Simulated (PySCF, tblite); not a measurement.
# GeH8O4Si3: geometry, infrared bands and NMR shifts

Wanted: the infrared bands and NMR shifts of GeH8O4Si3 (`[GeH3][O][SiH]1O[SiH2]O[SiH2]O1`), by calculation.

Programs: tblite 0.8.0 and PySCF 2.14.0, with density-fitted response routines of our own. Each step states its level of theory. These are calculated values for one molecule in the gas phase, unless marked as measured. Atoms are numbered from 0 throughout.

## 1. The molecule as given

16 atoms, charge 0, multiplicity 1; geometry from: force field or distance geometry start.

Bonds of the start (Å): Ge0–O1 1.81, O1–Si2 1.71, Si2–O3 1.69, O3–Si4 1.70, Si4–O5 1.69, O5–Si6 1.70, Si6–O7 1.70, O7–Si2 1.70, Ge0–H8 1.56, Ge0–H9 1.56, Ge0–H10 1.55, Si2–H11 1.48, Si4–H12 1.48, Si4–H13 1.48, Si6–H14 1.49, Si6–H15 1.45.

## 2. Relaxing the molecule with GFN2-xTB

The job: settings as JSON, then the geometry in Å.

```
{"job": {"kind": "relax", "xc": "GFN2-xTB", "basis": "xTB"}, "charge": 0, "multiplicity": 1}
Ge     3.029700    -0.298900     0.474500
O      1.484100    -1.237800     0.493400
Si     0.426200    -0.363800    -0.521200
O     -0.904700    -1.243100    -1.073000
Si    -2.309600    -1.135100    -0.113000
O     -2.725500     0.425400     0.371900
Si    -1.535100     1.617500     0.167200
O      0.069300     1.083900     0.289800
H      2.800200     1.084000    -0.209200
H      3.565200    -0.133300     1.925500
H      4.020500    -1.091900    -0.419900
H      1.231000    -0.013000    -1.707500
H     -2.305300    -2.053400     1.049700
H     -3.415700    -1.611400    -0.981200
H     -1.723500     2.589900     1.283500
H     -1.714400     2.389900    -1.041600
```

The run is started by

```console
OMP_NUM_THREADS=1 python probes_run.py task.json out
```

This one command runs all jobs of the session in turn.

The log of the run:

```text
step      E/eV     max force
  0    -757.09881    2.791
  1    -757.52410    2.156
  2    -757.99204    1.677
  3    -758.06398    0.594
  4    -758.12045    0.599
  5    -758.17025    0.701
  6    -758.22786    0.922
  7    -758.29034    0.851
  8    -758.33649    0.398
  9    -758.37146    0.562
 10    -758.40446    0.470
 11    -758.43008    0.400
 12    -758.44627    0.300
 13    -758.45759    0.297
 14    -758.46904    0.339
 15    -758.48285    0.379
 16    -758.49592    0.282
 17    -758.50669    0.315
 18    -758.51699    0.296
 19    -758.52924    0.270
 20    -758.54406    0.320
 21    -758.55902    0.330
 22    -758.57072    0.241
 23    -758.57864    0.199
 24    -758.58580    0.223
 25    -758.59445    0.256
 26    -758.60231    0.207
 27    -758.60702    0.202
 28    -758.60992    0.129
 29    -758.61234    0.184
 30    -758.61500    0.169
 31    -758.61815    0.098
 32    -758.61949    0.079
 33    -758.62067    0.082
 34    -758.62171    0.089
 35    -758.62248    0.074
 36    -758.62297    0.062
 37    -758.62337    0.059
 38    -758.62379    0.054
 39    -758.62412    0.038
 40    -758.62430    0.031
 41    -758.62440    0.024
 42    -758.62449    0.024
 43    -758.62462    0.026
 44    -758.62480    0.036
 45    -758.62499    0.033
 46    -758.62514    0.028
 47    -758.62522    0.024
 48    -758.62528    0.022
 49    -758.62537    0.032
 50    -758.62551    0.038
 51    -758.62571    0.039
 52    -758.62590    0.030
 53    -758.62602    0.034
 54    -758.62613    0.035
 55    -758.62631    0.044
 56    -758.62663    0.066
 57    -758.62708    0.069
 58    -758.62743    0.039
 59    -758.62760    0.026
 60    -758.62770    0.022
 61    -758.62783    0.030
 62    -758.62802    0.032
 63    -758.62821    0.029
 64    -758.62834    0.022
 65    -758.62840    0.018
 66    -758.62843    0.017
 67    -758.62846    0.016
 68    -758.62851    0.015
 69    -758.62856    0.018
 70    -758.62861    0.019
 71    -758.62864    0.014
 72    -758.62867    0.010
 73    -758.62869    0.013
 74    -758.62874    0.022
 75    -758.62880    0.026
 76    -758.62886    0.019
 77    -758.62889    0.015
 78    -758.62892    0.015
 79    -758.62897    0.022
 80    -758.62904    0.033
 81    -758.62918    0.039
 82    -758.62934    0.033
 83    -758.62948    0.031
 84    -758.62958    0.029
 85    -758.62971    0.031
 86    -758.62995    0.056
 87    -758.63044    0.082
 88    -758.63113    0.089
 89    -758.63171    0.061
 90    -758.63204    0.053
 91    -758.63221    0.055
 92    -758.63243    0.034
 93    -758.63276    0.036
 94    -758.63322    0.039
 95    -758.63372    0.038
 96    -758.63401    0.033
 97    -758.63411    0.020
 98    -758.63417    0.021
 99    -758.63427    0.023
100    -758.63453    0.033
101    -758.63474    0.031
102    -758.63487    0.023
103    -758.63500    0.030
104    -758.63511    0.032
105    -758.63529    0.037
106    -758.63543    0.037
107    -758.63561    0.034
108    -758.63573    0.032
109    -758.63584    0.032
110    -758.63603    0.046
111    -758.63643    0.071
112    -758.63719    0.088
113    -758.63815    0.076
114    -758.63893    0.056
115    -758.63884    0.084
116    -758.63957    0.061
117    -758.63987    0.035
118    -758.64012    0.033
119    -758.64110    0.042
120    -758.64138    0.040
121    -758.64167    0.026
122    -758.64175    0.025
123    -758.64183    0.019
124    -758.64190    0.023
125    -758.64206    0.023
126    -758.64216    0.025
127    -758.64229    0.023
128    -758.64238    0.022
129    -758.64250    0.026
130    -758.64268    0.028
131    -758.64296    0.040
132    -758.64325    0.057
133    -758.64345    0.063
134    -758.64375    0.051
135    -758.64408    0.046
136    -758.64480    0.044
137    -758.64549    0.049
138    -758.64638    0.070
139    -758.64704    0.054
140    -758.64736    0.047
141    -758.64671    0.101
142    -758.64770    0.026
143    -758.64779    0.027
144    -758.64809    0.031
145    -758.64821    0.028
146    -758.64834    0.021
147    -758.64840    0.018
148    -758.64847    0.016
149    -758.64852    0.018
150    -758.64857    0.016
151    -758.64861    0.011
152    -758.64863    0.010
```

It took 2.5 s on 1 thread of Arm Neoverse N1, shared host; peak memory 0.18 GiB.

Step by step: (not every step is listed)

| step | energy from step 0 (eV) | largest force (eV/Å) |
| --- | --- | --- |
| 0 | 0.0000 | 2.7911 |
| 1 | -0.4253 | 2.1565 |
| 2 | -0.8932 | 1.6765 |
| 3 | -0.9652 | 0.5938 |
| 4 | -1.0216 | 0.5990 |
| 5 | -1.0714 | 0.7007 |
| 6 | -1.1291 | 0.9222 |
| 7 | -1.1915 | 0.8514 |
| 8 | -1.2377 | 0.3978 |
| 21 | -1.4602 | 0.3298 |
| 34 | -1.5229 | 0.0889 |
| 47 | -1.5264 | 0.0236 |
| 60 | -1.5289 | 0.0221 |
| 73 | -1.5299 | 0.0130 |
| 86 | -1.5311 | 0.0560 |
| 99 | -1.5355 | 0.0229 |
| 112 | -1.5384 | 0.0881 |
| 125 | -1.5433 | 0.0234 |
| 138 | -1.5476 | 0.0698 |
| 147 | -1.5496 | 0.0182 |
| 148 | -1.5497 | 0.0155 |
| 149 | -1.5497 | 0.0181 |
| 150 | -1.5498 | 0.0157 |
| 151 | -1.5498 | 0.0115 |
| 152 | -1.5498 | 0.0099 |

Close pairs (by a distance rule), those that changed most:

| bond | before (Å) | after (Å) | change (Å) |
| --- | --- | --- | --- |
| Ge0–Si2 | 2.788 | 3.013 | +0.225 |
| O1–Si2 | 1.707 | 1.608 | -0.098 |
| O3–Si4 | 1.705 | 1.623 | -0.082 |
| Si2–O3 | 1.688 | 1.613 | -0.075 |
| Si2–O7 | 1.697 | 1.624 | -0.073 |
| O5–Si6 | 1.697 | 1.624 | -0.073 |
| Si6–O7 | 1.695 | 1.625 | -0.070 |
| Ge0–O1 | 1.809 | 1.742 | -0.066 |

The next job starts from the end point, and lists it.

## 3. Infrared spectrum with GFN2-xTB

The job: settings as JSON, then the geometry in Å.

```
{"job": {"kind": "ir", "xc": "GFN2-xTB", "basis": "xTB"}, "charge": 0, "multiplicity": 1}
Ge     3.085574    -0.116148     0.603524
O      1.643315    -1.021313     0.235279
Si     0.382264    -0.559975    -0.650078
O     -0.849706    -1.515324    -0.237407
Si    -2.400705    -1.114689     0.021738
O     -2.527411     0.504931     0.061712
Si    -1.401418     1.671660    -0.024918
O      0.044871     0.995911    -0.329958
H      2.720520     1.185794     1.246923
H      3.804888    -1.049786     1.527071
H      3.807381     0.091196    -0.695654
H      0.615610    -0.674343    -2.080141
H     -2.739866    -1.621023     1.340198
H     -3.157150    -1.552454    -1.140003
H     -1.289810     2.293040     1.285668
H     -1.745957     2.491466    -1.175364
```

The log of the run:

```text
mode    cm-1     km/mol
  1      20.6      0.83
  2      41.5      2.71
  3      58.0      0.93
  4      87.1      1.28
  5      98.1      1.46
  6     112.0     10.51
  7     169.4      8.03
  8     253.3     14.47
  9     260.3     19.42
 10     321.1     55.03
 11     411.3     16.79
 12     495.6    124.18
 13     573.9      1.90
 14     576.7     56.33
 15     583.4      6.71
 16     587.1      4.21
 17     607.0     37.50
 18     607.1    336.02
 19     635.1     16.08
 20     643.9     12.31
 21     645.4     51.67
 22     660.1     49.74
 23     738.2    616.86
 24     751.7     79.01
 25     771.2    519.96
 26     785.7     84.07
 27     791.0    177.63
 28     803.3     79.15
 29     809.9    254.87
 30     818.3    301.48
 31     959.4     13.57
 32     984.3    339.65
 33    1045.8    727.49
 34    1066.8    767.24
 35    1946.1     70.77
 36    2027.2    449.13
 37    2046.8    441.17
 38    2321.6    161.86
 39    2334.1    253.74
 40    2341.0    182.82
 41    2346.4    619.69
 42    2354.0    133.26
```

It took 1.6 s on 1 thread of Arm Neoverse N1, shared host; peak memory 0.18 GiB.

The strongest bands and the atoms that carry them (share of the mass-weighted mode):

| cm⁻¹ | km/mol | atoms |
| --- | --- | --- |
| 738 | 616.9 | H9 30 %, H8 25 %, H10 22 % |
| 771 | 520.0 | H13 28 %, H12 27 %, H14 17 %, H15 17 % |
| 984 | 339.6 | O1 64 %, Si2 29 % |
| 1046 | 727.5 | O7 47 %, O5 19 %, O3 11 % |
| 1067 | 767.2 | O3 47 %, O5 28 %, Si2 11 % |
| 2027 | 449.1 | H10 47 %, H8 45 % |
| 2047 | 441.2 | H9 69 %, H8 25 % |
| 2346 | 619.7 | H11 68 %, H15 16 % |

## 4. NMR shieldings: PBE0/pcSseg-1

Same as in step 3 but for these lines:

```diff
@@ -1,2 +1,2 @@
-{"job": {"kind": "ir", "xc": "GFN2-xTB", "basis": "xTB"}, "charge": 0, "multiplicity": 1}
+{"job": {"kind": "nmr", "xc": "PBE0", "basis": "pcSseg-1"}, "charge": 0, "multiplicity": 1}
 Ge     3.085574    -0.116148     0.603524
```

Level: GIAO PBE0/pcSseg-1 NMR shielding, non-relativistic, gas phase.

The log of the run:

```text
coarse grid: 67152 points
cycle   1  E = -3249.9013572467  dE =  8.288e-01  |g| = 1.638e+00  |ddm| = 4.050e+00
cycle   2  E = -3249.3496779371  dE =  5.517e-01  |g| = 2.349e+00  |ddm| = 2.635e+00
cycle   3  E = -3250.2623303611  dE = -9.127e-01  |g| = 2.529e-01  |ddm| = 1.893e+00
cycle   4  E = -3250.2716925977  dE = -9.362e-03  |g| = 1.126e-01  |ddm| = 2.247e-01
cycle   5  E = -3250.2734807261  dE = -1.788e-03  |g| = 3.125e-02  |ddm| = 8.485e-02
cycle   6  E = -3250.2736321268  dE = -1.514e-04  |g| = 5.519e-03  |ddm| = 2.344e-02
cycle   7  E = -3250.2736353871  dE = -3.260e-06  |g| = 1.364e-03  |ddm| = 4.387e-03
final grid: 136624 points
cycle   8  E = -3250.2737537076  dE = -6.974e-09  |g| = 1.519e-03  |ddm| = 2.669e-03
cycle   9  E = -3250.2737533460  dE =  3.616e-07  |g| = 2.140e-03  |ddm| = 2.408e-03
cycle  10  E = -3250.2737540637  dE = -7.177e-07  |g| = 2.499e-04  |ddm| = 1.398e-03
cycle  11  E = -3250.2737540747  dE = -1.093e-08  |g| = 3.861e-05  |ddm| = 2.127e-04
cycle  12  E = -3250.2737540748  dE = -1.601e-10  |g| = 4.528e-06  |ddm| = 2.585e-05
converged SCF energy = -3250.2737540748

GIAO shielding tensors (ppm)
atom      isotropic    diamagn.    paramagn.     s11        s22        s33       span
  0 Ge    1419.155    2756.029   -1336.874   1305.402   1333.068   1618.995    313.594
  1 O      293.374     404.236    -110.862    226.366    302.589    351.165    124.799
  2 Si     418.119     884.745    -466.627    395.001    410.175    449.181     54.180
  3 O      230.518     402.945    -172.427    193.627    218.307    279.620     85.992
  4 Si     386.620     881.667    -495.047    378.295    379.770    401.797     23.503
  5 O      248.798     404.276    -155.478    193.737    222.103    330.553    136.816
  6 Si     386.748     882.179    -495.430    377.732    381.651    400.861     23.129
  7 O      230.018     405.264    -175.246    191.636    225.168    273.250     81.614
  8 H       26.566      29.643      -3.077     19.146     23.956     36.598     17.451
  9 H       26.762      28.217      -1.455     19.641     22.304     38.341     18.700
 10 H       26.690      28.480      -1.790     19.698     22.743     37.628     17.930
 11 H       27.094      31.828      -4.734     23.262     24.729     33.290     10.028
 12 H       26.553      29.810      -3.256     23.029     23.968     32.663      9.634
 13 H       26.524      28.912      -2.388     22.934     23.885     32.754      9.820
 14 H       26.523      30.748      -4.224     22.767     24.470     32.333      9.567
 15 H       26.551      29.689      -3.138     22.874     24.111     32.668      9.794
```

Run time: 90 s. Hardware: 1 thread of Arm Neoverse N1, shared host; peak memory 0.94 GiB.

Shifts follow as δ = σ(reference) − σ, with reference shieldings (ppm) from runs at the same level and on the same kind of geometry: 1H TMS 31.72, 29Si TMS 349.2, 17O H2O 336.1, 73Ge GeMe4 1331. The references are single molecules in the gas phase, so shifts against H2O, NH3, PH3, H3PO4 or CFCl3 are not on the usual liquid scales and can be off by tens of ppm. Atoms listed in one row are averaged.

| atoms | environment | σ (ppm) | δ (ppm) |
| --- | --- | --- | --- |
| H13, H15 | hydrogen on a silicon bonded to 2 O, in a 6-membered ring | 26.54 | 5.18 |
| H12, H14 | hydrogen on a silicon bonded to 2 O, in a 6-membered ring | 26.54 | 5.18 |
| H8, H9, H10 | hydrogen on a germanium bonded to O | 26.67 | 5.04 |
| H11 | hydrogen on a silicon bonded to 3 O, in a 6-membered ring | 27.09 | 4.62 |
| Ge0 | germanium bonded to O, 3 H | 1419 | -88 |
| O3, O7 | oxygen bonded to 2 Si, in a 6-membered ring | 230.3 | 105.8 |
| O5 | oxygen bonded to 2 Si, in a 6-membered ring | 248.8 | 87.3 |
| O1 | oxygen bonded to Ge, Si | 293.4 | 42.7 |
| Si4, Si6 | silicon bonded to 2 O, 2 H, in a 6-membered ring | 386.7 | -37.5 |
| Si2 | silicon bonded to 3 O, H, in a 6-membered ring | 418.1 | -69.0 |

Charges from the same density, by scheme (e):

| atoms | Mulliken | IAO | Hirshfeld | ESP fit |
| --- | --- | --- | --- | --- |
| Ge0 | 0.53 | 0.75 | 0.40 | 0.46 |
| O1 | -0.79 | -0.85 | -0.32 | -0.55 |
| Si2 | 1.20 | 1.47 | 0.49 | 1.20 |
| O3, O7 | -0.73 | -0.89 | -0.31 | -0.63 |
| Si4, Si6 | 1.02 | 1.22 | 0.47 | 0.87 |
| O5 | -0.74 | -0.89 | -0.31 | -0.58 |

Mayer bond orders: Ge0–O1 0.75, O1–Si2 1.06, Si2–O3 0.97, O3–Si4 0.94, Si4–O5 0.93, O5–Si6 0.94, Si6–O7 0.94, O7–Si2 0.90.

Ring of atoms Si2, O3, Si4, O5, Si6, O7: NICS(0) -2.6, NICS(1) -0.4, NICS(1)zz 3.1 ppm (means of both faces).

## 5. What came out

```
                                                                quantity                       value
                               strongest single infrared mode (GFN2-xTB)       1067 cm⁻¹, 767 km/mol
                                            zero-point energy (GFN2-xTB)               52.2 kcal/mol
  1H shifts against TMS (PBE0/pcSseg-1, means over atoms taken as alike)  5.18, 5.18, 5.04, 4.62 ppm
                               73Ge shifts against GeMe4 (PBE0/pcSseg-1)                     -88 ppm
 17O shifts against H2O (PBE0/pcSseg-1, means over atoms taken as alike)       105.8, 87.3, 42.7 ppm
29Si shifts against TMS (PBE0/pcSseg-1, means over atoms taken as alike)            -37.5, -69.0 ppm
```

What this shows: Relaxing lowered the energy by 1.550 eV in 152 steps; the close pair that moved most is Ge0–Si2, from 2.788 to 3.013 Å. All 42 modes are real, so the xTB geometry is a minimum. The strongest single mode, at 1067 cm⁻¹, moves mainly O3 and O5. GFN2-xTB is a fitted tight-binding method: band positions and strengths are rough. Its intensities can rank the bands wrongly. At PBE0/pcSseg-1: The widest tensor belongs to Ge0: span 314 ppm, with a paramagnetic part of -1337 ppm. Spin-orbit coupling is left out, which matters for shieldings and couplings at and beside the heavy atoms.
